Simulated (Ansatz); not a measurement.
# F5HW: the cost of one run

All numbers below are computed with Ansatz 0.2.0 (RKS B3LYP-D4/def2-SVP).

**1. The system as given**

Bond lengths: W1–H2 1.920 Å, W1–F3 2.050 Å, W1–F4 1.850 Å, W1–F5 1.850 Å, W1–F6 1.850 Å, W1–F7 1.850 Å. Angles (14 of 15 angles, heavy atoms first): F3–W1–F4 90.0°, F3–W1–F5 153.0°, F3–W1–F6 90.0°, F3–W1–F7 117.0°, F4–W1–F5 90.0°, F4–W1–F6 180.0°, F4–W1–F7 90.0°, F5–W1–F6 90.0°, F5–W1–F7 90.0°, F6–W1–F7 90.0°, H2–W1–F3 37.4°, H2–W1–F4 90.0°, H2–W1–F5 115.7°, H2–W1–F6 90.0°.

As a file:

```xyz
7

W     0.0000    0.0000    0.0000
H     0.8322    0.0000    1.7303
F     1.8273    0.0000    0.9293
F     0.0000    1.8500    0.0000
F    -1.8500    0.0000    0.0000
F     0.0000   -1.8500    0.0000
F     0.0000    0.0000   -1.8500
```

**2. A restrained relaxation towards end A**

Springs on the bonds that form and break draw the guess towards this end; the thresholds are loose.

input.yaml

```yaml
crystal:
  periodic: [false, false, false]
  atoms:
    - { symbol: W, position_ang: [0.0, 0.0, 0.0] }
    - { symbol: H, position_ang: [0.8322, 0.0, 1.7303] }
    - { symbol: F, position_ang: [1.8273, 0.0, 0.9293] }
    - { symbol: F, position_ang: [0.0, 1.85, 0.0] }
    - { symbol: F, position_ang: [-1.85, 0.0, 0.0] }
    - { symbol: F, position_ang: [0.0, -1.85, 0.0] }
    - { symbol: F, position_ang: [0.0, 0.0, -1.85] }
basis:
  gaussian: { orbitals: def2-SVP }
hamiltonian:
  xc: b3lyp
  dispersion: d4
relax:
  f_tol: 0.15
  max_steps: 25
  restrain:
    - { distance: [1, 2], at: 2.12, k: 30.0 }
    - { distance: [0, 1], at: 1.72, k: 30.0 }
    - { distance: [0, 2], at: 1.85, k: 30.0 }
output:
  orbitals: {}
```

Started as:

```console
$ ansatz run input.yaml --threads 2 --pin off --max-ram 3072MiB --backend cpu --events-out ev --progress --plain --runs-dir out
```

What time and memory should one allow on 2 threads of Arm Neoverse V2, shared host?

About 36 s, with a peak of 0.27 GiB.
